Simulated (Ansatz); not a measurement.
Run this with Ansatz 0.2.0 through its Python package and show what comes out.

`phonons.py`
```python
"""Lattice dynamics of GaTc in a supercell."""

from dataclasses import dataclass
from pathlib import Path

import ansatz
import numpy as np


@dataclass(frozen=True)
class Settings:
    occupations: str = "Fermi-Dirac"
    mesh: tuple[int, ...] = (12, 12, 8)


cfg = Settings()

vectors = np.array([
    [2.85887044, 0.0, 0.0],
    [-1.42943522, 2.47585443, 0.0],
    [0.0, 0.0, 4.07629366],
])
cell = (
    ansatz.Lattice.of(vectors)
    .atom("Ga", (2 / 3, 1 / 3, 0.5))
    .atom("Tc", (1 / 3, 2 / 3, 0.0))
)

# the k mesh has to be a multiple of the supercell
job = (
    cell.calculation()
    .functional(ansatz.Functional.R2SCAN)
    .occupations(cfg.occupations, width=150 * ansatz.meV)
    .kpoints(*cfg.mesh)
    .phonons("fd", supercell=2, amplitude=0.01, temperatures=(0, 500, 50))
)
result = job.run(threads=1, backend="cpu", runs_dir="phonon_runs")
folder = Path(result.output_folder) / "results"
ph = result.phonons

print("modes at Gamma (1/cm):", np.round(ph.gamma_omega_inv_cm, 1) + 0.0)
print(f"{ph.n_members} displaced supercells, sum-rule residual {ph.asr_residual_pre_ev_ang2:.1e} eV/A^2")
sums = ph.harmonic_sums
print(f"zero-point energy {1000 * sums.zero_point_energy_ev:.2f} meV per cell")
t, f_vib = np.asarray(sums.temperatures_k), np.asarray(sums.vibrational_free_energy_ev)
for temperature, value in zip(t, f_vib):
    print(f"T = {temperature:6.0f} K   F_vib = {1000 * value:9.2f} meV per cell")
```

Running `python phonons.py` prints:
```text
DeckWarning: basis.ecutwfc = 500 eV, auto-derived from the records' recommended cutoffs: set by Ga (their level for a meta-GGA)
modes at Gamma (1/cm): [  0.    0.    0.  153.3 153.3 294.6]
2 displaced supercells, sum-rule residual 5.4e-04 eV/A^2
zero-point energy 61.91 meV per cell
T =      0 K   F_vib =     61.91 meV per cell
T =     50 K   F_vib =     61.19 meV per cell
T =    100 K   F_vib =     54.48 meV per cell
T =    150 K   F_vib =     39.75 meV per cell
T =    200 K   F_vib =     18.10 meV per cell
T =    250 K   F_vib =     -9.25 meV per cell
T =    300 K   F_vib =    -41.39 meV per cell
T =    350 K   F_vib =    -77.60 meV per cell
T =    400 K   F_vib =   -117.35 meV per cell
T =    450 K   F_vib =   -160.24 meV per cell
T =    500 K   F_vib =   -205.93 meV per cell
```
(Warnings from the package without file and line.)

What to keep in mind:
- The cell isn't relaxed first, so the values belong to this volume.
- For a metal this k-point mesh is coarse: on a finer one energies can move by several to tens of meV an atom and pressures by half a GPa or more, differences at one mesh by less.
- A negative frequency stands for an imaginary mode.
- The smearing is wide enough that free energy and stress hold a thermal part of the electrons.
- This cell is a computed structure, which may not be the phase found in nature.
- The structure is taken as given and the supercell is small; imaginary modes can come from an unrelaxed or unstable start. Phonons of metals also depend on mesh and smearing.
- Timing: 19 min on 1 thread of Arm Neoverse V2, on a shared host, peak memory 2.7 GiB.

(Lines on the test bed's own set-up are left out of the output.)
